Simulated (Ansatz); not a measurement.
# C2H6BF, SMILES BCCF: a rigid torsion scan

Computed with Ansatz 0.2.0, Python API.

At the Python prompt:
```pycon
>>> import ansatz as az
>>> from ase import Atoms
>>> BASIS = "6-31G*"
>>> FUNCTIONAL = "r2scan"
>>> VDW = "d3bj"
>>> FORCE_TOL = 0.02
>>> atoms = Atoms(["B", "C", "C", "F", "H", "H", "H", "H", "H", "H"], positions=[
...     (-1.1008, 0.5954, -0.6576),
...     (-0.2083, -0.5554, -0.2003),
...     (0.9339, -0.0313, 0.6142),
...     (1.8388, -1.0827, 1.0124),
...     (-1.3184, 0.8361, -1.8382),
...     (-1.6892, 1.336, 0.1307),
...     (0.2075, -1.0807, -1.092),
...     (-0.764, -1.2478, 0.4007),
...     (0.6012, 0.5035, 1.5808),
...     (1.5824, 0.6755, 0.0523),
... ])
>>> # relax first, so that the scan starts from a minimum
>>> first = (
...     az.Crystal.molecule_from_ase(atoms).calculation()
...     .basis(gaussian=BASIS)
...     .functional(FUNCTIONAL, dispersion=VDW)
...     .relax(force_tolerance=FORCE_TOL, max_steps=80)
... )
>>> atoms.positions = first.run(threads=1, pin="off").report["positions_ang"]
DeckWarning: the engine holds no damping parameters fitted to this dispersion correction and functional, so the run takes those fitted to r2scan beside the three-body term, which d3bj leaves out (hamiltonian.dispersion, under Limitations)
>>> start = atoms.get_dihedral(2, 1, 0, 4)
>>> energies = {}
>>> for turn in range(0, 360, 30):
...     turned = atoms.copy()
...     turned.set_dihedral(2, 1, 0, 4, start + turn, indices=[0, 4, 5])
...     job = (
...         az.Crystal.molecule_from_ase(turned).calculation()
...         .basis(gaussian=BASIS)
...         .functional(FUNCTIONAL, dispersion=VDW)
...     )
...     energies[round((start + turn) % 360)] = job.run(threads=1, pin="off").report["free_energy_ev"]
...
>>> floor = min(energies.values())
>>> print("dihedral C2-C1-B0-H4 (deg)   E - E(min) (eV)")
dihedral C2-C1-B0-H4 (deg)   E - E(min) (eV)
>>> for angle, e in sorted(energies.items()):
...     print(f"{angle:8d} {(e - floor):14.3f}  " + "#" * int(30 * (e - floor) / max(max(energies.values()) - floor, 1e-9)))
...
      25          0.051  ########
      55          0.140  #######################
      85          0.183  ##############################
     115          0.136  ######################
     145          0.046  #######
     175          0.000
     205          0.047  #######
     235          0.140  #######################
     265          0.181  #############################
     295          0.133  #####################
     325          0.048  #######
     355          0.007  #
```

The lowest point is at 175° and the highest at 85°, 0.183 eV (17.7 kJ/mol) above it, with the rest of the molecule held.

What to keep in mind:
- Warnings are shown shortened and without file and line.
- The scan is rigid and the energies are electronic, in a modest basis. With rigid groups the curve can differ much from the relaxed path, the start wasn't checked as a minimum of this torsion, and equivalent turns needn't return to the same energy.
- A dispersion term here runs with damping parameters fitted for another variant or functional.
- Hardware and time: 100 s on 1 thread of Arm Neoverse V1, on a shared host, peak memory 0.22 GiB.
